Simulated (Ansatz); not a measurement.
# TiO2: properties at the relaxed cell

One table from this session's results is given with a row withheld; the runs are named, their logs left out.

Method: DFT r2SCAN, scalar-relativistic, plane waves, PAW, in Ansatz 0.2.0.

### The structure to begin with

The structure is tetragonal, space group P4_2/mnm (No. 136). The conventional cell has a = 4.597 Å, b = 4.597 Å, c = 2.954 Å, α = 90.00°, β = 90.00°, γ = 90.00°. Ti (site symmetry mmm) has 6 O at 1.95 to 1.98 Å in its first shell of neighbours. Around O (site symmetry m2m) lie 3 Ti at 1.95 to 1.98 Å.

Coordinates:

```
Ti O
1.0
    -2.95365    3.25040    3.25041
     2.95365   -3.25040    3.25041
     2.95365    3.25040   -3.25041
Ti O
4 8
Direct
  0.50000 0.75000 0.75000
  0.50000 0.25000 0.25000
  0.00000 0.00000 0.50000
  0.00000 0.50000 0.00000
  0.30461 0.30461 0.50000
  0.19539 0.25000 0.94539
  0.30461 0.80461 0.00000
  0.80461 0.25000 0.55461
  0.19539 0.75000 0.44539
  0.80461 0.75000 0.05461
  0.69539 0.19539 0.00000
  0.69539 0.69539 0.50000
```

It goes back to an entry of the Materials Project, which need not be the stable form.

It is the result of an earlier relaxation at this level (volume 10.40 Å³/atom; gap on the mesh: 2.22 eV).

Set-up of the first run:

input.yaml reads:

```yaml
crystal:
  lattice:
    - [-2.9238128538, 3.2175646146, 3.2175718868]
    - [2.9238128538, -3.2175646146, 3.2175718868]
    - [2.9238128538, 3.2175646146, -3.2175718868]
  atoms:
    - { symbol: Ti, position: [0.5000006472, 0.7500006472, 0.75] }
    - { symbol: Ti, position: [0.4999993528, 0.2499993528, 0.25] }
    - { symbol: Ti, position: [0.0, 0.0, 0.5] }
    - { symbol: Ti, position: [0.0, 0.5, 0.0] }
    - { symbol: O, position: [0.3046122817, 0.3046113051, 0.4999990233] }
    - { symbol: O, position: [0.1953908888, 0.2500020227, 0.9453888662] }
    - { symbol: O, position: [0.3046122817, 0.8046132584, 9.767e-07] }
    - { symbol: O, position: [0.8046131565, 0.2500020227, 0.5546111338] }
    - { symbol: O, position: [0.1953868435, 0.7499979773, 0.4453888662] }
    - { symbol: O, position: [0.8046091112, 0.7499979773, 0.0546111338] }
    - { symbol: O, position: [0.6953877183, 0.1953867416, 0.9999990233] }
    - { symbol: O, position: [0.6953877183, 0.6953886949, 0.5000009767] }
basis:
  ecutwfc: 500
kpoints:
  mp_grid: { grid: [6, 6, 6] }
hamiltonian:
  xc: r2scan
scf:
  occupations: { method: gaussian, width: 0.02 }
output:
  forces: true
  stress: true
  eigenvalues: true
relax:
  adjacent_minimum: "off"
  f_tol: 0.01
  max_steps: 30
  cell: { stress_tol: 0.1, fix: [volume] }
```

Started as:

```bash
> ansatz run input.yaml --threads 2 --pin off --max-ram 5120MiB --backend cpu --events-out ev --progress --plain --runs-dir out
```

Among the steps run: Volume × 0.97; Point at V/V0 = 1.03; The cell scaled to 0.94 of its volume; Point at V/V0 = 1.06; The cell scaled to 0.91 of its volume; Point at V/V0 = 1.10; The cell scaled to 0.88 of its volume.

One table of the session follows, with a row left open; its other results are not shown here.

It belongs to the step «Energy against volume». 

```
volume (Å³/atom)  energy above the lowest point (meV/atom)  pressure (GPa)  gap on the mesh (eV)
           9.154                                     138.0           39.93                  2.45
           9.466                                         ?               ?                     ?
           9.778                                      30.4           16.60                  2.31
          10.090                                       7.2            7.57                  2.26
          10.402                                       0.0            0.00                  2.22
          10.714                                       6.3           -6.27                  2.20
          11.026                                      23.7          -11.39                  2.20
          11.442                                      60.4          -16.57                  2.24
```

Q: Estimate the row for volume (Å³/atom) = 9.466 from the others.

Worked estimate for «energy above the lowest point (meV/atom)». A straight line through the neighbours (9.154, 138.0) and (9.778, 30.4) gives 138.0 + (30.4 − 138.0) × (9.466 − 9.154) / (9.778 − 9.154) = 84.2; a parabola fitted to 3 rows on both sides gives 74.0.

**Answer.** energy above the lowest point (meV/atom): 72.9; pressure (GPa): 27.30; gap on the mesh (eV): 2.37. In «energy above the lowest point (meV/atom)» the line misses by +11.3 and the parabola by +1.1.

Limits of these values: Warnings in the runs' records: structure snapped to symmetry.
